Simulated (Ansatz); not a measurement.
# HgTe: the cost of one run

Computed with Ansatz 0.2.0 (DFT, PBE, plane-wave PAW, default files, scalar-relativistic, frozen cores, unless a step's input says otherwise).

1 further run of the same task is left out (it didn't finish).

### 1 Starting point

Symmetry: F-43m, No. 216, cubic system. Conventional cell: a = 6.447 Å, b = 6.447 Å, c = 6.447 Å, α = 90.00°, β = 90.00°, γ = 90.00°. Around Hg (site symmetry -43m) lie 4 Te at 2.79 Å. Around Te (site symmetry -43m) lie 4 Hg at 2.79 Å.

Coordinates:

```cif
data_structure
_symmetry_space_group_name_H-M 'F-43m'
_symmetry_Int_Tables_number 216
_cell_length_a 6.4470
_cell_length_b 6.4470
_cell_length_c 6.4470
_cell_angle_alpha 90.000
_cell_angle_beta 90.000
_cell_angle_gamma 90.000
_cell_volume 267.96
loop_
_atom_site_label
_atom_site_type_symbol
_atom_site_symmetry_multiplicity
_atom_site_Wyckoff_symbol
_atom_site_fract_x
_atom_site_fract_y
_atom_site_fract_z
_atom_site_occupancy
Hg1 Hg 4 a 0.00000 0.00000 0.00000 1
Te1 Te 4 d 0.25000 0.25000 0.75000 1
```

The earlier run gave: no gap over 0.1 eV on the mesh, largest force 0.000 eV/Å, pressure 4.1 GPa.

Site by site (atoms counted from 1):

| site | atoms | first shell | V_zz (10²¹ V/m²) | η | C_Q (MHz) |
| --- | --- | --- | --- | --- | --- |
| Hg | 1 | 4 Te at 2.79 Å | 0.00 | – | 0 (²⁰¹Hg) |
| Te | 2 | 4 Hg at 2.79 Å | 0.00 | – | – |

C_Q = eQV_zz/h, which is 24.18 MHz for Q = 1 b and V_zz = 10²¹ V/m²; η = (V_xx − V_yy)/V_zz. Nuclear quadrupole moments: year-2017 set (Pyykkö). A dash under C_Q marks elements without a common quadrupolar isotope.

### 2 Z stretched by -1 %, ions relaxed

Input file input.yaml:

```yaml
crystal:
  lattice:
    - [0.0, 3.2235, 3.191265]
    - [3.2235, 0.0, 3.191265]
    - [3.2235, 3.2235, 0.0]
  atoms:
    - { symbol: Hg, position: [0.0, 0.0, 0.0] }
    - { symbol: Te, position: [0.25, 0.25, 0.25] }
kpoints:
  mp_grid: { grid: [13, 13, 13] }
scf:
  occupations: { method: fermi_dirac, width: 0.05 }
hamiltonian:
  xc: pbe
  pseudopotentials: { kind: paw, frozen_core: stored }
output:
  forces: true
  stress: true
  populations: true
  efg: { quadrupole_moments_barn: { Hg: 0.387 } }
relax:
  f_tol: 0.02
  max_steps: 60
```

Started as:

```bash
ansatz run input.yaml --threads 1 --pin off --max-ram 3072MiB --backend cpu --events-out ev --progress --plain --runs-dir out
```

**Question.** How long does this run take on 1 thread of Intel Xeon at 2.50GHz (Skylake/Cascade Lake), shared host, and how much memory does it need?

About 59 s, with a peak of 0.64 GiB.
